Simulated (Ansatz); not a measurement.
# GaH (triplet): from Hartree-Fock to the top rungs at distance Ga1–H2 = 1.607 Å, cc-pVQZ

The task here is to estimate one member of a computed series from the others.

The runs use Ansatz 0.2.0, Gaussian basis; cc-pVQZ, core rule «outside noble gas», up to 14 orbitals frozen.

Plan: UHF; CCSD(T) on ROHF; CCSD(T) on UHF; BCCD(T) on ROHF; CCSDT(Q) on ROHF; CCSDT(Q) on UHF; Full CI.

22 further runs of the same task are left out: 3 for a known fault of the program, 15 that didn't finish, 4 set aside as unsound or not needed.

## The system

The geometry derives from a PBE0/def2-TZVP stationary point (not a proven minimum). One bond is set to the value named and the two fragments are kept rigid. No spin-orbit coupling is included. The filled d shell of Ga may be among the frozen orbitals whatever the setting's name suggests; the logs give the count.

2 atoms, charge 0, spin multiplicity 3.

Atoms are counted from 1 here; the program's logs count them from 0.

Bond lengths: Ga1–H2 1.607 Å.

The first run:

in.yaml reads:

```yaml
crystal:
  periodic: [false, false, false]
  atoms:
    - {symbol: Ga, position_ang: [0.000000, 0.000000, 0.000000]}
    - {symbol: H, position_ang: [0.000000, 0.000000, 1.606800]}
basis:
  gaussian: {orbitals: cc-pVQZ}
magnetization: {spin_polarized: true, initial_magnetization: 2}
hamiltonian: {xc: hf}
output: {orbitals: {seedname: orbitals}}
```

Started as:

```
> ansatz run in.yaml --threads 1 --pin off --events-out ev --progress --plain --max-ram 2393MiB
```

Steps of the session up to this table: UHF; CCSD(T) on ROHF; CCSD(T) on UHF; BCCD(T) on ROHF; CCSDT(Q) on ROHF; CCSDT(Q) on UHF; Full CI.

One table of the session follows, with a row left open; its other results are not shown here.

It belongs to the step «Misses and costs». 

```
   method  from FCI (meV)
     ROHF         +1681.7
      UHF         +1590.6
     RMP2          +422.6
     UMP2          +385.2
    RCCSD           +55.3
    UCCSD           +32.8
 RCCSD(T)           +11.2
 UCCSD(T)            -7.8
  BCCD(T)               ?
   RCCSDT            -1.7
   UCCSDT           -20.2
RCCSDT(Q)            -2.3
UCCSDT(Q)           -20.8
      FCI               0
```

Q: Estimate the row for BCCD(T) from the others.

The run gave: from FCI (meV): +10.5. In the column «from FCI (meV)» it lies between FCI (0) and RCCSD(T) (+11.2).

Limits of these values: UCCSD(T), UCCSDT, RCCSDT(Q), UCCSDT(Q) fall below full CI: unrestricted runs freeze a spin-polarised core, another one than full CI's, and coupled cluster isn't variational. Levels on UHF freeze UHF's core orbitals, full CI those of ROHF, so the U rows can settle a little off it for that reason alone. Restricted and unrestricted rows rest on different reference determinants; where their highest levels disagree by more than a few hundredths of an eV, they describe different states and don't form one ladder.
